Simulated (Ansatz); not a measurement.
# ClFH₂OSiSn: up Jacob's ladder to CCSD(T)

Aim: compute ClFH₂OSiSn with functionals from several rungs and with coupled cluster, and see how far each lands from CCSD(T) at the basis-set limit for the atomisation energy.

Computed with Ansatz 0.2.0, Gaussian basis. Level: functionals in def2-TZVPP, the program's frozen cores in correlated methods.

Plan: LDA (SPW92), PBE-D4, revPBE-D4, BLYP-D4, r2SCAN-D4, B97M-V, PBE0-D4, B3LYP-D4, r2SCANh-D4, r2SCAN0-D4, HSE06-D4, BHLYP-D4, CAM-B3LYP-D4, LC-ωPBE, ωB97X-V, ωB97M-V, B2PLYP, PBE-QIDH; CCSD(T)/def2-SVP; CCSD(T)/def2-TZVPP; MP2/def2-QZVPP; extrapolation to the limit; RPA on PBE.

**1. The relaxed structure**

The geometry comes from an earlier relaxation with PBE0-D4 in a triple-zeta def2 set; it is a stationary point, not always the lowest conformer. Sn takes the def2 core potential; no spin-orbit term is included.

SMILES `F[Si@H]1[O][Sn@H]1[Cl]`, 7 atoms, charge 0, spin multiplicity 1.

Atoms are counted from 1 here; the program's logs count them from 0.

Bond lengths: F1–Si2 1.580 Å, Si2–O3 1.587 Å, Si2–Sn4 2.486 Å, Si2–H6 1.476 Å, O3–Sn4 2.169 Å, Sn4–Cl5 2.333 Å, Sn4–H7 1.708 Å. Angles: F1–Si2–O3 119.9°, F1–Si2–Sn4 118.6°, F1–Si2–H6 106.3°, O3–Si2–Sn4 59.6°, O3–Si2–H6 122.2°, Sn4–Si2–H6 124.8°, Si2–O3–Sn4 81.3°, Si2–Sn4–O3 39.1°, Si2–Sn4–Cl5 115.5°, Si2–Sn4–H7 131.3°, O3–Sn4–Cl5 104.2°, O3–Sn4–H7 104.5°, Cl5–Sn4–H7 102.6°.

Coordinates:

```
atom     x (Å)     y (Å)     z (Å)
  F1  -2.08155  -0.02723   1.19446
 Si2  -0.50364  -0.10066   1.16917
  O3   0.22276  -1.20385   0.29002
 Sn4   0.68256   0.53608  -0.92081
 Cl5  -0.50782   0.18697  -2.89685
  H6  -0.05161   0.24056   2.53224
  H7   2.30059   0.30013  -1.41393
```

**2. LDA**

This LDA is Slater exchange with PW92 correlation.

in.yaml

```yaml
crystal:
  periodic: [false, false, false]
  atoms:
    - {symbol: F, position_ang: [-2.081546, -0.027234, 1.194462]}
    - {symbol: Si, position_ang: [-0.503641, -0.100659, 1.169170]}
    - {symbol: O, position_ang: [0.222763, -1.203854, 0.290017]}
    - {symbol: Sn, position_ang: [0.682559, 0.536084, -0.920808]}
    - {symbol: Cl, position_ang: [-0.507822, 0.186968, -2.896853]}
    - {symbol: H, position_ang: [-0.051608, 0.240563, 2.532244]}
    - {symbol: H, position_ang: [2.300595, 0.300133, -1.413932]}
basis:
  gaussian: {orbitals: def2-TZVPP}
hamiltonian: {xc: lda}
output: {orbitals: {seedname: orbitals}}
```

Further steps of the session: PBE-D4 (GGA); revPBE-D4 (GGA); BLYP-D4 (GGA); r2SCAN-D4 (meta-GGA); B97M-V (meta-GGA); PBE0-D4 (hybrid); B3LYP-D4 (hybrid); r2SCANh-D4 (hybrid); r2SCAN0-D4 (hybrid); HSE06-D4 (hybrid); BHLYP-D4 (hybrid); CAM-B3LYP-D4 (range-separated); LC-ωPBE (range-separated); ωB97X-V (range-separated); ωB97M-V (range-separated); B2PLYP (double hybrid); PBE-QIDH (double hybrid); CCSD(T) in def2-SVP; CCSD(T) in def2-TZVPP; MP2 in def2-QZVPP; RPA on PBE orbitals.

**Question.** What will the summary of the whole plan be? Wanted: atomisation energy, CCSD(T)/CBS; farthest beyond LDA; mean size of error, GGA; mean size of error, meta-GGA; mean size of error, hybrid; mean size of error, range-separated; mean size of error, double hybrid; gap, smallest and largest; T1 diagnostic.

As calculated:

| quantity | value |
| --- | --- |
| atomisation energy, CCSD(T)/CBS | 24.070 eV |
| functionals within 0.241 eV (1.0 %) | PBE-D4, r2SCAN-D4, B97M-V, ωB97X-V |
| farthest beyond LDA | BHLYP-D4 (-1.609 eV) |
| mean size of error, GGA | 0.403 eV |
| mean size of error, meta-GGA | 0.114 eV |
| mean size of error, hybrid | 0.805 eV |
| mean size of error, range-separated | 0.396 eV |
| mean size of error, double hybrid | 0.723 eV |
| gap, smallest and largest | 3.18 eV (BLYP-D4), 9.40 eV (LC-ωPBE) |
| T1 diagnostic | 0.0158 |
| triples share of the correlation energy | 3.6 % |

In words: The LDA atomisation energy is off by 3.775 eV (16 %): it overbinds. PBE-D4 misses by +0.150 eV. Double hybrids carry the basis error of their MP2 part in triple zeta, and no dispersion term here, so their miss is partly the set-up's. Taken by rung, meta-GGA functionals do best (0.114 eV on average) and hybrid ones worst beyond LDA (0.805 eV). The mean of the hybrids holds BHLYP, with half exact exchange. Misses under about 0.241 eV are within the doubt on the reference itself, which lacks core-valence correlation, spin-orbit coupling and higher excitations, and its outer-core shells are covered unevenly. All levels share the lack of spin-orbit coupling, which lowers the free heavy atoms and so the true binding. Hartree-Fock recovers 66 % of the binding; the rest is correlation. CCSD(T) in def2-SVP is off by -2.986 eV, worse than the median functional, from the basis alone. The gap grows from 3.2 to 9.4 eV across the functionals, mostly with the share of exact exchange. Correlated methods include outer-core shells of Sn, which these sets cover unevenly.
